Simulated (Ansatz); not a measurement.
**Ge₂H (quartet): from Hartree-Fock to the top rungs at a displaced geometry (v1), cc-pVDZ**

An exercise on one series of results from a longer session: the logs are not shown, and one member is left open.

Method: cc-pVDZ, core rule «outside noble gas», up to 28 orbitals frozen; program: Ansatz 0.2.0, Gaussian basis.

To be run: UHF; CCSD(T) on ROHF; CCSD(T) on UHF; BCCD(T) on ROHF; CISD; CCSDT(Q) on ROHF; CCSDT(Q) on UHF; CASSCF and MRCISD+Q, 9 electrons in 9 orbitals; CASSCF and NEVPT2, 9 electrons in 9 orbitals.

23 further runs of the same task are left out: 10 that didn't finish, 13 set aside as unsound or not needed.

**The geometry**

The geometry is a PBE0/def2-TZVP stationary point (not a proven minimum) with its atoms shifted at random (size 0.040 Å). No spin-orbit coupling is included. The filled d shell of Ge may be among the frozen orbitals whatever the setting's name suggests; the logs give the count.

3 atoms, charge 0, spin multiplicity 4.

Atoms are counted from 1 here; the program's logs count them from 0.

Bond lengths: Ge1–Ge2 2.474 Å, Ge1–H3 1.619 Å. Angles: Ge2–Ge1–H3 105.1°.

The first run:

Input file in.yaml:

```yaml
crystal:
  periodic: [false, false, false]
  atoms:
    - {symbol: Ge, position_ang: [0.000089, -0.034550, 1.225078]}
    - {symbol: Ge, position_ang: [-0.000744, 0.013475, -1.248349]}
    - {symbol: H, position_ang: [0.047220, 1.518852, 1.677092]}
basis:
  gaussian: {orbitals: cc-pVDZ}
magnetization: {spin_polarized: true, initial_magnetization: 3}
hamiltonian: {xc: hf}
output: {orbitals: {seedname: orbitals}}
```

Launch:

```sh
$ ansatz run in.yaml --threads 1 --pin off --events-out ev --progress --plain --max-ram 2393MiB
```

Among the steps run: UHF; CCSD(T) on ROHF; CCSD(T) on UHF; BCCD(T) on ROHF; CISD; CCSDT(Q) on ROHF; CCSDT(Q) on UHF; CASSCF and MRCISD+Q, 9 electrons in 9 orbitals; CASSCF and NEVPT2, 9 electrons in 9 orbitals.

One of the session's tables, all rows but one given; the rest of the session is left out.

```
          method  from UCCSDT(Q) (kJ/mol)
            ROHF                   +448.3
             UHF                   +433.0
            RMP2                   +102.9
            UMP2                   +107.4
            CISD                    +47.4
           RCCSD                    +22.5
           UCCSD                    +20.9
        RCCSD(T)                     +6.2
        UCCSD(T)                     +5.1
         BCCD(T)                     +6.2
          RCCSDT                        ?
          UCCSDT                     +1.1
       RCCSDT(Q)                     +1.2
       UCCSDT(Q)                        0
  CASSCF valence                   +295.0
  NEVPT2 valence                    +71.9
  MRCISD valence                    +21.2
MRCISD+Q valence                     +0.7
```

Estimate the missing values for RCCSDT.

As computed: from UCCSDT(Q) (kJ/mol): +2.3. In the column «from UCCSDT(Q) (kJ/mol)» it lies between RCCSDT(Q) (+1.2) and UCCSD(T) (+5.1).

Caveats from the session: Restricted and unrestricted rows rest on different reference determinants; where their highest levels disagree by more than a few hundredths of an eV, they describe different states and don't form one ladder.
